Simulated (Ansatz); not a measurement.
# C₂H₆AlFOSi: basis-set convergence

An exercise on one series of results from a longer session: the logs are not shown, and one member is left open.

The runs use Ansatz 0.2.0, Gaussian basis; one geometry, several basis sets.

Plan: PBE0-D4/def2-SVP; ωB97M-V/def2-SVP; PBE0-D4/def2-QZVPP; ωB97M-V/def2-QZVPP; the functionals' def2-TZVPP values are taken from earlier runs.

### The relaxed structure

An earlier PBE0-D4 in a triple-zeta def2 set relaxation fixed the geometry.

SMILES `CO[SiH]1[CH2][Al]1[F]`, 12 atoms, charge 0, spin multiplicity 1.

Atoms are counted from 1 here; the program's logs count them from 0.

Bond lengths: C1–O2 1.409 Å, C1–H7 1.091 Å, C1–H8 1.096 Å, C1–H9 1.094 Å, O2–Si3 1.639 Å, Si3–C4 1.889 Å, Si3–Al5 2.324 Å, Si3–H10 1.495 Å, C4–Al5 1.952 Å, C4–H11 1.109 Å, C4–H12 1.090 Å, Al5–F6 1.647 Å. Angles: O2–C1–H7 108.4°, O2–C1–H8 111.7°, O2–C1–H9 110.8°, H7–C1–H8 108.6°, H7–C1–H9 108.6°, H8–C1–H9 108.7°, C1–O2–Si3 125.1°, O2–Si3–C4 118.6°, O2–Si3–Al5 137.4°, O2–Si3–H10 108.4°, C4–Si3–Al5 54.0°, C4–Si3–H10 111.4°, Al5–Si3–H10 112.8°, Si3–C4–Al5 74.4°, Si3–C4–H11 107.3°, Si3–C4–H12 123.5°, Al5–C4–H11 94.4°, Al5–C4–H12 142.3° and more.

The first run:

File in.yaml:

```yaml
crystal:
  periodic: [false, false, false]
  atoms:
    - {symbol: C, position_ang: [0.371020, -1.845190, 1.559594]}
    - {symbol: O, position_ang: [-0.324620, -0.794748, 0.928229]}
    - {symbol: Si, position_ang: [0.270603, 0.133963, -0.284103]}
    - {symbol: C, position_ang: [-0.945182, 1.061487, -1.392324]}
    - {symbol: Al, position_ang: [0.363211, 2.393164, -0.820500]}
    - {symbol: F, position_ang: [0.628727, 4.002650, -1.050469]}
    - {symbol: H, position_ang: [-0.360059, -2.551406, 1.957222]}
    - {symbol: H, position_ang: [1.026367, -2.376133, 0.859645]}
    - {symbol: H, position_ang: [0.977323, -1.466103, 2.388012]}
    - {symbol: H, position_ang: [1.222565, -0.691571, -1.088144]}
    - {symbol: H, position_ang: [-1.753237, 1.452203, -0.741019]}
    - {symbol: H, position_ang: [-1.399718, 0.626584, -2.282143]}
basis:
  gaussian: {orbitals: def2-SVP}
hamiltonian: {xc: pbe0, dispersion: d4}
output: {orbitals: {seedname: orbitals}}
```

The run is started by

```sh
> ansatz run in.yaml --threads 4 --pin off --events-out ev --progress --plain --max-ram 10444MiB
```

Among the steps run: PBE0-D4 in def2-SVP; ωB97M-V in def2-SVP; PBE0-D4 in def2-QZVPP; ωB97M-V in def2-QZVPP.

One of the session's tables, all rows but one given; the rest of the session is left out.

It belongs to the step «Density functionals: the series». 

```
functional       basis  HOMO (eV)
   PBE0-D4    def2-SVP      -6.11
   PBE0-D4  def2-TZVPP      -6.17
   PBE0-D4  def2-QZVPP      -6.20
   ωB97M-V    def2-SVP          ?
   ωB97M-V  def2-TZVPP      -8.14
   ωB97M-V  def2-QZVPP      -8.17
```

**Question.** Estimate the row for ωB97M-V, def2-SVP.

The run gave: HOMO (eV): -8.06. In the column «HOMO (eV)» it lies between ωB97M-V, def2-TZVPP (-8.14) and PBE0-D4, def2-QZVPP (-6.20).
